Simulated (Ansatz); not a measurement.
**GeH₂: ionisation energy by level of theory**

One table from this session's results is given with a row withheld; the runs are named, their logs left out.

The runs use Ansatz 0.2.0, Gaussian basis; unrestricted cation, the program's frozen cores in correlated methods.

Levels to be run: UKS PBE-D4/def2-TZVPP; UKS r2SCAN-D4/def2-TZVPP; UKS PBE0-D4/def2-TZVPP; UKS B3LYP-D4/def2-TZVPP; UKS wB97X-V/def2-TZVPP; UKS wB97M-V/def2-TZVPP; UKS B2PLYP/def2-TZVPP; UHF-CCSD(T)/def2-TZVPP; UHF-CCSD(T)/def2-QZVPP; extrapolation to the limit; then −ε(HOMO) from the neutral's earlier runs with LDA (SPW92), PBE-D4, revPBE-D4, BLYP-D4, r2SCAN-D4, B97M-V, PBE0-D4, B3LYP-D4, r2SCANh-D4, r2SCAN0-D4, HSE06-D4, BHLYP-D4, CAM-B3LYP-D4, LC-ωPBE, ωB97X-V, ωB97M-V.

### Structure used throughout

An earlier PBE0-D4 in a triple-zeta def2 set relaxation fixed the geometry.

SMILES `[GeH2]`, 3 atoms, charge 0, spin multiplicity 1.

Atoms are counted from 1 here; the program's logs count them from 0.

Bond lengths: Ge1–H2 1.594 Å, Ge1–H3 1.594 Å. Angles: H2–Ge1–H3 90.6°.

Set-up of the first run:

Input file in.yaml:

```yaml
crystal:
  periodic: [false, false, false]
  atoms:
    - {symbol: Ge, position_ang: [-0.570072, 0.405149, -0.263665]}
    - {symbol: H, position_ang: [0.783021, 0.743579, 0.508979]}
    - {symbol: H, position_ang: [-0.212949, -1.148718, -0.245324]}
basis:
  gaussian: {orbitals: def2-TZVPP}
total_charge: 1
magnetization: {spin_polarized: true, initial_magnetization: 1}
hamiltonian: {xc: pbe, dispersion: d4}
```

Launch:

```sh
$ ansatz run in.yaml --threads 2 --pin off --events-out ev --progress --plain --max-ram 32768MiB --backend cpu
```

Among the steps run: Cation, UKS PBE-D4/def2-TZVPP; Cation, UKS r2SCAN-D4/def2-TZVPP; Cation, UKS PBE0-D4/def2-TZVPP; Cation, UKS B3LYP-D4/def2-TZVPP; Cation, UKS wB97X-V/def2-TZVPP; Cation, UKS wB97M-V/def2-TZVPP; Cation, UKS B2PLYP (frozen core)/def2-TZVPP; Cation, UHF-CCSD(T)/def2-TZVPP; Cation, UHF-CCSD(T)/def2-QZVPP.

One table of the session follows, with a row left open; its other results are not shown here.

Orbital estimates, from the neutral's runs:

| functional | −ε(HOMO) (eV) |
| --- | --- |
| LDA (SPW92) | 5.97 |
| PBE-D4 | ? |
| revPBE-D4 | 5.83 |
| BLYP-D4 | 5.77 |
| r2SCAN-D4 | 6.13 |
| B97M-V | 6.12 |
| PBE0-D4 | 6.89 |
| B3LYP-D4 | 6.75 |
| r2SCANh-D4 | 6.51 |
| r2SCAN0-D4 | 7.07 |
| HSE06-D4 | 6.50 |
| BHLYP-D4 | 7.83 |
| CAM-B3LYP-D4 | 8.19 |
| LC-ωPBE | 9.46 |
| ωB97X-V | 9.13 |
| ωB97M-V | 9.02 |

Estimate the missing values for PBE-D4.

As computed: −ε(HOMO) (eV): 5.87. In the column «−ε(HOMO) (eV)» it lies between revPBE-D4 (5.83) and LDA (SPW92) (5.97).
